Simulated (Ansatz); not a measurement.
## CH4BClFN, SMILES NB(Cl)CF: a rigid torsion scan, step by step

Computed with Ansatz's Python interface.

The cells in order, each with its output:

```python
import ansatz
from ase import Atoms
```

```python
atoms = Atoms(["N", "B", "Cl", "C", "F", "H", "H", "H", "H"], positions=[
    (0.765, 0.6145, -1.2043),
    (0.4583, -0.1257, 0.0651),
    (1.8452, -0.7093, 1.0823),
    (-0.9517, -0.4341, 0.5167),
    (-1.2025, -1.8207, 0.5638),
    (0.3104, 1.628, -1.0801),
    (1.7759, 0.7841, -1.312),
    (-1.7072, 0.0036, -0.2124),
    (-1.205, 0.0132, 1.5639),
])
```

```python
# start the scan from a relaxed geometry
first = (
    ansatz.Crystal.molecule_from_ase(atoms).calculation()
    .basis(gaussian="6-31G*")
    .functional("pbe0")
    .relax(force_tolerance=0.02, max_steps=80)
)
atoms.positions = first.run().report["positions_ang"]
```

```python
start = atoms.get_dihedral(2, 1, 0, 5)
energies = {}
for turn in range(0, 360, 40):
    turned = atoms.copy()
    turned.set_dihedral(2, 1, 0, 5, start + turn, indices=[0, 5, 6])
    calculation = ansatz.Crystal.molecule_from_ase(turned).calculation()
    calculation = calculation.basis(gaussian="6-31G*").correlation("mp2")
    energies[round((start + turn) % 360)] = calculation.run().report["free_energy_ev"]
floor = min(energies.values())
print("dihedral Cl2-B1-N0-H5 (deg)   E - E(min) (kcal/mol)")
for angle, e in sorted(energies.items()):
    print(f"{angle:8d} {23.060548 * (e - floor):14.3f}  " + "#" * int(30 * (e - floor) / max(max(energies.values()) - floor, 1e-9)))
```

    dihedral Cl2-B1-N0-H5 (deg)   E - E(min) (kcal/mol)
          18          2.729  ##
          58         20.337  #####################
          98         28.446  ##############################
         138         10.417  ##########
         178          0.000
         218         10.269  ##########
         258         28.316  #############################
         298         20.614  #####################
         338          2.773  ##

The scan is rigid and the energies are electronic, in a modest basis. With rigid groups the curve can differ much from the relaxed path, the start wasn't checked as a minimum of this torsion, and equivalent turns needn't return to the same energy. The start is relaxed with a density functional and scanned with the wavefunction method, so it isn't exactly that method's minimum. Run time: 60 s on 1 thread of Arm Neoverse V2, with other jobs on the host, peak memory 0.25 GiB.
